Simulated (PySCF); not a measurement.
# CH8AlOSb: the cost of one run

Programs: PySCF 2.14.0, with routines of our own; each step states its level. All values are computed. Atoms count from 0.

### Step 1. The starting structure

12 atoms, charge 0, multiplicity 1; geometry from: GFN2-xTB.

### Step 2. Relaxing the molecule at PBE0-D3(BJ)/def2-SVP

What the job is given:

```
{"job": {"xc": "PBE0", "basis": "def2-SVP", "d3": "d3bj", "grid": 1, "maxiter": 30, "shake": 0.01, "kind": "geom"}, "charge": 0, "multiplicity": 1}
C      2.114780     0.632900    -0.581850
O      1.220200    -0.243020     0.043450
Al     0.212090    -1.327750     0.788630
Sb    -2.078120     0.018200     0.122950
H      2.817390     1.038760     0.122030
H      1.523950     1.500190    -1.007280
H      2.638260     0.151920    -1.393570
H      0.072210    -1.182740     2.329230
H     -0.103940    -2.638900     0.068450
H     -1.934880     1.114490    -1.122850
H     -2.789600     1.244980     1.068910
H     -3.652660    -0.337300    -0.447140
```

On the command line:

```bash
$ OMP_NUM_THREADS=1 python heavy_run.py task.json out
```

One launch serves the whole session: the jobs run in the order shown.

Q: Estimate the wall time and peak memory of this first job on 1 thread of Arm Neoverse V1, shared host.

About 2.7 min, with a peak of 0.47 GiB.
